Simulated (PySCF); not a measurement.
# TiSe₂: relaxation and vibrations of the singlet

Where does singlet TiSe₂ go from a B3LYP minimum start, is the end point a minimum, and what are its modes, charges and moments?

Method: B3LYP, basis Ti def2-SVP, Se def2-SVP, no relativity, density fitting; program: PySCF 2.14.0.

## 1. The system as given

3 atoms, charge 0, spin multiplicity 1.

Bond lengths: Ti1–Se2 2.208 Å, Ti1–Se3 2.208 Å. Angles: Se2–Ti1–Se3 113.9°.

```xyz
3
charge 0 multiplicity 1
Ti    0.0000   -0.9259    0.0000
Se    0.0000    0.2775    1.8507
Se    0.0000    0.2775   -1.8507
```

## 2. The SCF at the typed geometry

One driver script runs all steps and calls PySCF; scf.py shows how it sets up the SCF of each step. The optimiser is the driver's own. After this first run the driver tries any further starts and a stability analysis.

File scf.py:

```python
from pyscf import gto, scf, dft
mol = gto.M(atom='''
Ti     0.000000    -0.925907    -0.000000
Se    -0.000000     0.277456     1.850748
Se    -0.000000     0.277456    -1.850748''',
    basis={'Ti': 'def2-SVP', 'Se': 'def2-SVP'},
    charge=0, spin=0)
mf = dft.RKS(mol, xc='B3LYP')
mf.grids.atom_grid = (50, 194)
aux = {'Ti': 'def2-universal-JKFIT', 'Se': 'def2-universal-JKFIT'}
mf = mf.density_fit(auxbasis=aux)
mf.conv_tol = 1e-08
mf.diis_space = 10
mf.max_cycle = 60
mf.init_guess = 'minao'
mf.verbose = 4
mf.kernel()
```

Launch:

```console
$ OMP_NUM_THREADS=2 python axn.py task.json out
```

Log:

```text
init E= -5650.40202798231
  HOMO = -0.292697165430333  LUMO = -0.179605227169375  gap/eV = 3.07739
cycle= 1 E= -5651.77419666048  delta_E= -1.37  |g|= 0.797  |ddm|= 2.76
  HOMO = -0.27260485524066  LUMO = -0.198321206583194  gap/eV = 2.02136
cycle= 2 E= -5636.41786582899  delta_E= 15.4  |g|= 6.92  |ddm|= 5.42
  HOMO = -0.18786948292901  LUMO = -0.184668230557602  gap/eV = 0.08711
cycle= 3 E= -5650.40479331806  delta_E=  -14  |g|= 2.85  |ddm|= 4.27
  HOMO = -0.19407433789061  LUMO = -0.177532855083035  gap/eV = 0.45012
cycle= 4 E= -5650.56058812854  delta_E= -0.156  |g|= 2.71  |ddm|= 0.118
  HOMO = -0.191351000478369  LUMO = -0.161652430075328  gap/eV = 0.80814
cycle= 5 E= -5651.17471957356  delta_E= -0.614  |g|= 1.99  |ddm|= 0.361
  HOMO = -0.207995868219255  LUMO = -0.129996827595313  gap/eV = 2.12246
cycle= 6 E= -5651.97590575604  delta_E= -0.801  |g|= 0.327  |ddm|= 0.972
  HOMO = -0.217863326429156  LUMO = -0.125593724194986  gap/eV = 2.51078
cycle= 7 E= -5652.00294471451  delta_E= -0.027  |g|= 0.0384  |ddm|= 0.216
  HOMO = -0.218716663549949  LUMO = -0.124457419927676  gap/eV = 2.56492
cycle= 8 E= -5652.00331029138  delta_E= -0.000366  |g|= 0.00341  |ddm|= 0.0318
  HOMO = -0.21872104274143  LUMO = -0.124601599298106  gap/eV = 2.56112
cycle= 9 E= -5652.00331283513  delta_E= -2.54e-06  |g|= 0.00206  |ddm|= 0.00544
  HOMO = -0.218765527404371  LUMO = -0.124545560180764  gap/eV = 2.56386
cycle= 10 E= -5652.00331432627  delta_E= -1.49e-06  |g|= 0.000819  |ddm|= 0.00348
  HOMO = -0.218779105068256  LUMO = -0.124619735505662  gap/eV = 2.56221
cycle= 11 E= -5652.00331457833  delta_E= -2.52e-07  |g|= 0.000366  |ddm|= 0.00142
  HOMO = -0.218767388382356  LUMO = -0.124603148731054  gap/eV = 2.56234
cycle= 12 E= -5652.00331463869  delta_E= -6.04e-08  |g|= 0.000123  |ddm|= 0.00086
  HOMO = -0.21877234947999  LUMO = -0.124612784328671  gap/eV = 2.56221
cycle= 13 E= -5652.00331464354  delta_E= -4.85e-09  |g|= 1.21e-05  |ddm|= 0.000159
  HOMO = -0.218773125696502  LUMO = -0.124615650972519  gap/eV = 2.56216
Extra cycle  E= -5652.00331464307  delta_E= 4.66e-10  |g|= 4.56e-05  |ddm|= 4.94e-05
converged SCF energy = -5652.00331464307
```

This step, with its further starts and checks, ran for 4.3 s (2 threads of Intel Xeon Platinum 8488C (Sapphire Rapids), shared host).

No lower closed-shell solution turned up in the test of internal stability.

## 3. Relaxation: B3LYP minimum start, singlet

The program finds C2v symmetry in the start, which this walk keeps. Threshold on the gradient: 0.0003 Eh/bohr, with a further test on the energy change.

Changes to scf.py since step 2:

```diff
@@ -3,3 +3,3 @@
-Ti     0.000000    -0.925907    -0.000000
-Se    -0.000000     0.277456     1.850748
-Se    -0.000000     0.277456    -1.850748''',
+Ti     0.000000    -0.925673     0.000000
+Se     0.000000     0.277690     1.850748
+Se     0.000000     0.277690    -1.850748''',
@@ -15 +14,0 @@
-mf.init_guess = 'minao'
```

Energy and gradient, step by step:

```tsv
step	energy (Eh)	change (kJ/mol)	largest symmetric gradient (Eh/bohr)
0	-5652.003315	0.00	0.00019
```

The walk took 2.2 s.

Geometry (Å) and forces (eV/Å) at some steps:

```
step 0
Ti   0.000  -0.926   0.000   0.000   0.006   0.000
Se   0.000   0.278   1.851   0.000  -0.003  -0.010
Se   0.000   0.278  -1.851   0.000  -0.003   0.010
```

It settles in C2v symmetry, 0.0 kJ/mol below the start, after 0 steps: Ti–Se 2.208 Å (×2); Se–Ti–Se 113.9°.

## 4. Frequencies

The point is checked on the finer grid, and tightened if its gradient asks for it. The Hessian and the dipole derivatives come from central differences of analytic gradients, with steps of 0.02 bohr.

Changes to scf.py since step 3:

```diff
@@ -9 +9 @@
-mf.grids.atom_grid = (50, 194)
+mf.grids.atom_grid = (75, 302)
@@ -12 +12 @@
-mf.conv_tol = 1e-08
+mf.conv_tol = 1e-10
```

The driver hands on the density of the step before, so the log starts near convergence.

SCF at the final geometry:

```text
init E= -5652.00323471005
  HOMO = -0.218774031390778  LUMO = -0.124620783303549  gap/eV = 2.56204
cycle= 1 E= -5652.00323470295  delta_E= 7.1e-09  |g|= 0.000163  |ddm|= 0.000136
  HOMO = -0.218775629225803  LUMO = -0.124566627633154  gap/eV = 2.56356
cycle= 2 E= -5652.00323436729  delta_E= 3.36e-07  |g|= 0.00112  |ddm|= 0.000933
  HOMO = -0.218774220927067  LUMO = -0.1246138533507  gap/eV = 2.56223
cycle= 3 E= -5652.00323471023  delta_E= -3.43e-07  |g|= 2.34e-06  |ddm|= 0.000814
  HOMO = -0.218774219238409  LUMO = -0.124613881760161  gap/eV = 2.56223
cycle= 4 E= -5652.00323471021  delta_E= 2.73e-11  |g|= 1.05e-06  |ddm|= 3.91e-06
  HOMO = -0.218774222868957  LUMO = -0.124613921417007  gap/eV = 2.56223
Extra cycle  E= -5652.0032347102  delta_E= 6.37e-12  |g|= 2.73e-06  |ddm|= 5.06e-06
converged SCF energy = -5652.0032347102
```

The whole step took 28 s.

Geometry: C2v; Ti–Se 2.208 Å (×2); Se–Ti–Se 113.9°.

Modes, for the most abundant isotopes:

```tsv
symmetry	ω (cm⁻¹)	IR (km/mol)
a1	108	0.7
a1	404	6.1
b2	472	91.4
```

Every mode is real; the point is a minimum.

Constants and moments:

| Property | Result |
| --- | --- |
| Dipole moment | 5.48 D |
| Highest occupied level | -5.95 eV |
| Lowest empty level | -3.39 eV |
| Rotational constants | 0.3156, 0.03079, 0.02805 cm⁻¹ |
| Zero-point energy | 5.9 kJ/mol |
| Principal polarisabilities | 42.7, 54.9, 127.7 bohr³ |
| Atomisation energy without zero-point energy | 755 kJ/mol |
| Principal traceless quadrupole moments about the centre of mass | -15.23, 3.54, 11.69 D Å |
| Entropy at 298.15 K and 1 bar | 308.4 J/(mol K) |
| Heat capacity Cp at 298.15 K | 53.0 J/(mol K) |
| Enthalpy at 298.15 K above 0 K | 13.25 kJ/mol |
| Rotational symmetry number | 2 |

Charges (e) and bond orders:

```json
{"atom": "Ti1", "Mulliken": "0.60", "Löwdin": "0.16", "polar tensor": "1.10", "Mayer order to Ti1": "–"}
{"atom": "Se2,3", "Mulliken": "-0.30", "Löwdin": "-0.08", "polar tensor": "-0.55", "Mayer order to Ti1": "2.34"}
```

Outer orbital energies (eV). occupied: -17.11, -16.81, -7.66, -7.31, -7.05, -6.95, -6.76, -5.95; empty: -3.39, -3.08, -2.92, -2.32.

Mulliken populations on Ti1: s 6.34, p 12.47, d 2.58, f 0.01.

## 5. Stability of the closed shell

At the lowest minimum the closed shell is tested against spin polarisation, on the (50, 194) grid. It is stable.

## 6. Summary of results

| quantity | value |
| --- | --- |
| minimum | singlet, C2v |
| geometry | Ti–Se 2.208 Å (×2); Se–Ti–Se 113.9° |
| wavenumbers (cm⁻¹) | 108 (a1), 404 (a1), 472 (b2) |
| dipole moment | 5.48 D |
| highest occupied, lowest empty level | -5.95, -3.39 eV |
| polar-tensor charge of Ti1 | +1.10 e |
| zero-point energy | 5.9 kJ/mol |
| entropy at 298.15 K | 308.4 J/(mol K) |
| atomisation energy (no zero-point energy) | 755 kJ/mol |

What this shows: The B3LYP minimum start keeps its C2v symmetry and ends in a minimum. The strongest infrared band lies at 472 cm⁻¹ (b2). With 5.5 D the molecule is strongly polar. Other starts or spin states, not run here, may lie lower.

The search up to here ran for 37 s (2 threads of Intel Xeon Platinum 8488C (Sapphire Rapids), shared host).
